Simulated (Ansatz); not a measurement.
**B2O in Ansatz: the effect of strain**

The system is B2O.

```xyz
6
Lattice="2.8790 -0.0576 0.0000 -1.4894 2.5221 0.0000 0.0000 0.0000 7.0520" Properties=species:S:1:pos:R:3 pbc="T T T"
O    -0.0332    1.6622    4.8941
O     1.4229    0.8023    2.1579
B    -0.0332    1.6622    6.8898
B     1.4229    0.8023    0.1622
B     0.0000    0.0000    4.3722
B     0.0000    0.0000    2.6798
```

Alike in all runs:

| Property | Result |
| --- | --- |
| Program | Ansatz 0.2.0 |
| Task | single point |
| Functional | PBE |
| Potentials or basis | Ansatz PAW |
| Cutoff | 420 eV (not typed: the program's choice for these potentials) |
| k mesh | 9 × 9 × 3 |
| Occupations | fermi-dirac, width 0.05 eV |
| Spin | no spin polarisation |
| Kind of strain | shear |

**Question.** One run gave: largest force 0.14 eV/Å. Which strain did it use?
A. -0.01
B. 0
C. -0.04
D. 0.04
E. 0.01

**Answer.** B.

| strain | largest force (eV/Å) |
| --- | --- |
| -0.04 | 0.65 |
| -0.02 | 0.33 |
| -0.01 | 0.17 |
| 0 | 0.14 |
| 0.01 | 0.17 |
| 0.02 | 0.33 |
| 0.04 | 0.65 |
